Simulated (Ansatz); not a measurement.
**Si₂H₆S₂: one species, many methods**

An exercise on one series of results from a longer session: the logs are not shown, and one member is left open.

Method: functionals in def2-TZVPP, the program's frozen cores in correlated methods; program: Ansatz 0.2.0, Gaussian basis.

The runs, in order: PBE-D4, r2SCAN-D4, PBE0-D4, B3LYP-D4, ωB97X-V, ωB97M-V, B2PLYP; CCSD(T)/def2-TZVPP; MP2/def2-QZVPP; extrapolation to the limit.

**The geometry**

An earlier PBE0-D4 in a triple-zeta def2 set relaxation fixed the geometry.

10 atoms, charge 0, spin multiplicity 1.

Atoms are counted from 1 here; the program's logs count them from 0.

Bond lengths: Si1–S2 2.138 Å, Si1–H5 1.482 Å, Si1–H6 1.482 Å, Si1–H7 1.488 Å, S2–Si3 2.134 Å, Si3–S4 2.137 Å, Si3–H8 1.480 Å, Si3–H9 1.482 Å, S4–H10 1.343 Å. Angles: S2–Si1–H5 106.9°, S2–Si1–H6 111.5°, S2–Si1–H7 109.7°, H5–Si1–H6 109.9°, H5–Si1–H7 109.9°, H6–Si1–H7 108.9°, Si1–S2–Si3 97.6°, S2–Si3–S4 115.0°, S2–Si3–H8 105.3°, S2–Si3–H9 109.9°, S4–Si3–H8 106.8°, S4–Si3–H9 108.0°, H8–Si3–H9 111.8°, Si3–S4–H10 93.9°.

Geometry (Å):

```xyz
10

Si    0.59442    1.61317    0.16067
S    -0.63199    0.51961    1.52837
Si   -0.92188   -1.21619    0.32082
S     0.87302   -2.13277   -0.38935
H     0.42535    3.04979    0.48518
H     2.02163    1.23232    0.28642
H     0.14627    1.35253   -1.23421
H    -1.58331   -2.20180    1.20486
H    -1.76129   -0.87985   -0.85352
H     0.92087   -1.38791   -1.50632
```

The first run:

File in.yaml:

```yaml
crystal:
  periodic: [false, false, false]
  atoms:
    - {symbol: Si, position_ang: [0.594423, 1.613172, 0.160669]}
    - {symbol: S, position_ang: [-0.631991, 0.519606, 1.528372]}
    - {symbol: Si, position_ang: [-0.921884, -1.216193, 0.320819]}
    - {symbol: S, position_ang: [0.873017, -2.132771, -0.389354]}
    - {symbol: H, position_ang: [0.425353, 3.049792, 0.485175]}
    - {symbol: H, position_ang: [2.021633, 1.232322, 0.286419]}
    - {symbol: H, position_ang: [0.146271, 1.352526, -1.234214]}
    - {symbol: H, position_ang: [-1.583309, -2.201799, 1.204859]}
    - {symbol: H, position_ang: [-1.761286, -0.879846, -0.853524]}
    - {symbol: H, position_ang: [0.920874, -1.387909, -1.506323]}
basis:
  gaussian: {orbitals: def2-TZVPP}
hamiltonian: {xc: pbe, dispersion: d4}
output: {forces: true, orbitals: {seedname: orbitals}}
```

Started as:

```console
ansatz run in.yaml --threads 4 --pin off --events-out ev --progress --plain --max-ram 10444MiB
```

Among the steps run: PBE-D4 (GGA); r2SCAN-D4 (meta-GGA); PBE0-D4 (hybrid); B3LYP-D4 (hybrid); ωB97X-V (range-separated); ωB97M-V (range-separated); B2PLYP (double hybrid); CCSD(T) in def2-TZVPP; MP2 in def2-QZVPP.

One of the session's tables, all rows but one given; the rest of the session is left out.

```
            method  atomisation energy (kJ/mol)
            PBE-D4                       2977.7
         r2SCAN-D4                       3002.6
           PBE0-D4                       2966.5
          B3LYP-D4                       2978.2
           ωB97X-V                            ?
           ωB97M-V                       3013.5
            B2PLYP                       2931.6
     HF/def2-TZVPP                       2217.9
    MP2/def2-TZVPP                       2909.5
   CCSD/def2-TZVPP                       2867.2
CCSD(T)/def2-TZVPP                       2907.0
           MP2/CBS                       3005.1
       CCSD(T)/CBS                       3002.6
```

Q: Estimate the row for ωB97X-V from the others.

**Answer.** atomisation energy (kJ/mol): 3028.7. In the column «atomisation energy (kJ/mol)» it is the highest.

Limits of these values: Free atoms (2 Si, 2 S, 6 H) were run apart at each level; the atomisation energy is their sum less the molecule, without zero-point or spin-orbit terms.
